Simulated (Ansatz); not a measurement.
This script makes a comparison of norm-conserving and PAW potentials of PbAu₃, space group Fm-3m with Ansatz 0.2.0, Python API.

`run_nc_paw.py`:
```python
'''Two kinds of potentials on PbAu3.'''

import ansatz
import numpy as np
import pandas as pd


def count_gap(report):
    # lowest empty less highest filled band, counting bands; zero where they overlap
    return max(report.get('gap_by_band_count_ev') or 0.0, 0.0)


def main() -> None:
    cell = (
        ansatz.Lattice.of((0.0, 3.481996, 3.481996), (3.481996, 0.0, 3.481996), (3.481996, 3.481996, 0.0))
        .atom('Pb', (0.5, 0.5, 0.5))
        .atom('Au', (0.75, 0.75, 0.75))
        .atom('Au', (0.25, 0.25, 0.25))
        .atom('Au', (0.0, 0.0, 0.0))
    )

    base = cell.calculation()
    base = base.mixing('anderson', beta=0.7)
    base = base.occupations('cold', width=0.01)
    base = base.kpoints(5, 5, 5)
    base = base.scf(max_iterations=200)
    base = base.functional('lda')
    base = base.stress()
    base = base.forces()
    base = base.band_table()
    variants = {
        'PAW': base.pseudopotentials('paw'),
        'norm-conserving': base.pseudopotentials('nc'),
    }
    # totals differ by the cores that each treatment holds, so compare what does not depend on them
    rows = []
    for label, variant in variants.items():
        r = variant.run(threads=1).report
        levels = np.array(r['eigenvalues_ev'][0]) - r['fermi_energy_ev']
        print(label, 'levels at the first k-point near E_F:', np.round(levels[np.abs(levels) < 5], 3))
        rows.append((label, r['n_electrons'], np.trace(r['stress_gpa']) / 3, count_gap(r)))
    print(pd.DataFrame(rows, columns=['treatment', 'electrons in bands', 'P GPa', 'gap by band count eV']).round(4).to_string(index=False))


if __name__ == '__main__':
    main()
```

How well do the two treatments of the cores agree on the pressure?

PAW gives -8.597 GPa and norm-conserving -8.517 GPa, 0.08 GPa apart. They took 2.7 and 7.5 s of processor time.

The output:

```console
$ python run_nc_paw.py
DeckWarning: basis.ecutwfc = 420 eV, auto-derived from the records' recommended cutoffs: set by Pb (normal level)
PAW levels at the first k-point near E_F: [-4.801 -4.801 -4.801 -3.282 -3.282 -3.282 -3.246 -3.246 -3.237 -3.237
 -2.909  0.866  2.258  2.258  2.258  3.974  3.974  3.974  4.927]
DeckWarning: basis.ecutwfc = 1034.032677 eV, auto-derived from the records' recommended cutoffs: set by Au (normal level)
norm-conserving levels at the first k-point near E_F: [-4.79  -4.79  -4.79  -3.272 -3.272 -3.272 -3.236 -3.236 -3.225 -3.225
 -2.929  0.878  2.252  2.252  2.252  3.976  3.976  3.976]
      treatment  electrons in bands   P GPa  gap by band count eV
            PAW                71.0 -8.5968                   0.0
norm-conserving                71.0 -8.5172                   0.0
```
(Warnings from the package without file and line.)

Caveats:
- These settings explore the input space; cutoff and mesh may be short of convergence.
- The computed bands are complete only to about 3.5 eV above the Fermi level.
- The mesh is modest for a metal, so energies can be off by several to tens of meV an atom and pressures by half a GPa or more; differences at equal mesh fare better.
- A gap by band count of zero or less means overlapping bands, a metal, and at an odd count of electrons it is no gap at all.
- At these settings the cell as given stands under about -9 GPa, so it isn't at this functional's equilibrium volume.
- The structure comes from a database of computed cells and needn't be a stable or known phase.
- Gaps and levels are Kohn-Sham values on a finite set of k-points, without spin-orbit coupling.
- Stress is positive in compression.
- Hardware and time: 12 s on 1 thread of Arm Neoverse V1 (shared host), peak memory 0.54 GiB.
